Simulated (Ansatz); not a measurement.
# Pd: the cost of one run

Computed with Ansatz 0.2.0, driven from Python. Level of theory: DFT PBEsol, plane waves, PAW.

### Step 1. The structure

The structure is hexagonal, space group P6_3/mmc (No. 194). Conventional cell: a = 2.763 Å, b = 2.763 Å, c = 9.118 Å, α = 90.00°, β = 90.00°, γ = 120.00°. Around Pd (site symmetry -3m) lie 12 Pd at 2.76 to 2.78 Å. Around Pd (site symmetry -6m2) lie 12 Pd at 2.76 to 2.78 Å.

No structure file is read: the coordinates are typed or built in the script.

### Step 2. Script

Input file run_strain.py:

```python
"""Energy of Pd under tetragonal strain, ions carried with the cell."""

import ansatz as az
import numpy as np

VECTORS = np.array([
    [2.76256, 0.0, 0.0],
    [-1.38128, 2.39245, 0.0],
    [0.0, 0.0, 9.11839],
])
SITES = [
    ("Pd", [0.0, 0.0, 0.0]),
    ("Pd", [1 / 3, 2 / 3, 0.25]),
    ("Pd", [0.0, 0.0, 0.5]),
    ("Pd", [2 / 3, 1 / 3, 0.75]),
]


def crystal_on(cell):
    crystal = az.Crystal(lattice=az.Lattice.of(cell))
    for symbol, position in SITES:
        crystal = crystal.atom(symbol, position)
    return crystal


def main() -> None:
    # clamped ions: the fractional positions stay as typed
    values = np.linspace(-0.05, 0.05, 5)
    energies = []
    for d in values:
        strain = np.diag([d, d, (1 + d) ** -2 - 1])
        cell = VECTORS @ (np.eye(3) + strain)
        job = crystal_on(cell).calculation()
        job = job.functional("PBEsol").basis(420)
        job = job.occupations("Marzari-Vanderbilt")
        job = job.scf(tolerance=1e-10)
        job = job.kpoints(14, 14, 4)
        job = job.stress()
        summary = job.run(threads=1).report
        energies.append(summary["free_energy_ev"] / len(SITES))
        s = summary["stress_gpa"]
        print(f"d = {d:+.4f}  stress xx yy zz xy (GPa, compression positive): {s[0][0]:8.3f} {s[1][1]:8.3f} {s[2][2]:8.3f} {s[0][1]:8.3f}")
    energies = np.array(energies)

    for value, e in zip(values, energies):
        print(f"strain {value:7.3f}   E - Emin = {1000 * (e - energies.min()):9.3f} meV/atom")
    np.savetxt("strain.csv", np.column_stack([values, energies]), fmt="%.6f", delimiter=",", header="strain,energy_eV_per_atom")
    curvature = 2 * np.polyfit(values, energies, 3)[1]
    volume = abs(np.linalg.det(VECTORS)) / len(SITES)
    print(f"d2E/dd2 over the volume: {curvature / volume * 160.21766:.1f} GPa")


if __name__ == "__main__":
    main()
```

### Step 3. What the engine is handed

The engine receives this input (first run):

```yaml
crystal:
  lattice:
    - [2.624432, 0.0, 0.0]
    - [-1.312216, 2.2728275, 0.0]
    - [0.0, 0.0, 10.103479224376732]
  atoms:
    - { symbol: Pd, position: [0.0, 0.0, 0.0] }
    - { symbol: Pd, position: [0.3333333333333333, 0.6666666666666666, 0.25] }
    - { symbol: Pd, position: [0.0, 0.0, 0.5] }
    - { symbol: Pd, position: [0.6666666666666666, 0.3333333333333333, 0.75] }
basis:
  ecutwfc: 420.0
kpoints:
  mp_grid:
    grid: [14, 14, 4]
hamiltonian:
  xc: pbesol
scf:
  convergence:
    dr2_threshold: 1.0e-10
  occupations:
    method: cold
output:
  stress: true
```

### Step 4. The run

The run is started by

```bash
> python run_strain.py
```

What time and memory should one allow on 1 thread of Arm Neoverse V2, shared host?

About 42 s, with a peak of 0.45 GiB.
